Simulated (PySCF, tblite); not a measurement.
# C4H3F3N2S2: geometry, infrared bands and NMR shifts

What infrared bands and NMR shifts should C4H3F3N2S2 (`CSc1snnc1C(F)(F)F`) show?

Programs: tblite 0.8.0 and PySCF 2.14.0, with density-fitted response routines of our own. Each step states its level of theory. These are calculated values for one molecule in the gas phase, unless marked as measured. Atoms are numbered from 0 throughout.

### 1 The molecule as given

14 atoms, charge 0, multiplicity 1; geometry from: force field or distance geometry start.

Bonds of the start (Å): C0–S1 1.83, S1–C2 1.74, C2–S3 1.71, S3–N4 1.68, N4–N5 1.32, N5–C6 1.40, C6–C7 1.49, C7–F8 1.36, C7–F9 1.36, C7–F10 1.35, C6–C2 1.39, C0–H11 1.09, C0–H12 1.11, C0–H13 1.09.

### 2 Geometry optimisation with GFN2-xTB

What the job is given:

```
{"job": {"kind": "relax", "xc": "GFN2-xTB", "basis": "xTB"}, "charge": 0, "multiplicity": 1}
C      2.428000     0.014400     0.122900
S      1.312100     0.570400    -1.211600
C     -0.068700    -0.440600    -0.871300
S     -0.270200    -2.012800    -1.518400
N     -1.748200    -2.248700    -0.759500
N     -2.142100    -1.196700    -0.070800
C     -1.207200    -0.150000    -0.124700
C     -1.489900     1.110600     0.613500
F     -2.656000     1.056800     1.309200
F     -1.593800     2.173000    -0.221200
F     -0.524300     1.398500     1.510700
H      2.641000    -1.050800     0.022100
H      1.958300     0.198300     1.111300
H      3.360400     0.577100     0.065700
```

Launch:

```bash
$ OMP_NUM_THREADS=1 python probes_run.py task.json out
```

One launch serves the whole session: the jobs run in the order shown.

**Question.** This job is followed by: GFN2-xTB harmonic vibrations, gas phase; GIAO PBE0/pcSseg-1 NMR shielding, non-relativistic, gas phase. What will the session give for the following? strongest single infrared mode (GFN2-xTB); zero-point energy (GFN2-xTB); ¹³C shifts against TMS (PBE0/pcSseg-1); ¹H shifts against TMS (PBE0/pcSseg-1, means over atoms taken as alike); ³³S shifts against CS2 (PBE0/pcSseg-1); ¹⁵N shifts against NH3 (PBE0/pcSseg-1); ¹⁹F shifts against CFCl3 (PBE0/pcSseg-1, means over atoms taken as alike).

The runs gave:

| quantity | value |
| --- | --- |
| strongest single infrared mode (GFN2-xTB) | 1083 cm⁻¹, 258 km/mol |
| zero-point energy (GFN2-xTB) | 46.0 kcal/mol |
| ¹³C shifts against TMS (PBE0/pcSseg-1) | 178.7, 145.6, 130.6, 27.0 ppm |
| ¹H shifts against TMS (PBE0/pcSseg-1, means over atoms taken as alike) | 2.67 ppm |
| ³³S shifts against CS2 (PBE0/pcSseg-1) | 547, 48 ppm |
| ¹⁵N shifts against NH3 (PBE0/pcSseg-1) | 471.4, 433.2 ppm |
| ¹⁹F shifts against CFCl3 (PBE0/pcSseg-1, means over atoms taken as alike) | -76.1 ppm |

**Reading.** Relaxing lowered the energy by 0.516 eV in 111 steps; the close pair that moved most is N5–C6, from 1.404 to 1.336 Å. No mode is imaginary among the 36: a minimum at this level. The strongest single mode, at 1083 cm⁻¹, moves mainly C7. GFN2-xTB is a fitted tight-binding method: band positions and strengths are rough. Its intensities can rank the bands wrongly. At PBE0/pcSseg-1: Shielding is most anisotropic at N5 (span 731 ppm, paramagnetic term -527 ppm). NICS(1)zz of -27 ppm above the planar ring from C2 marks a diatropic (aromatic) ring current.
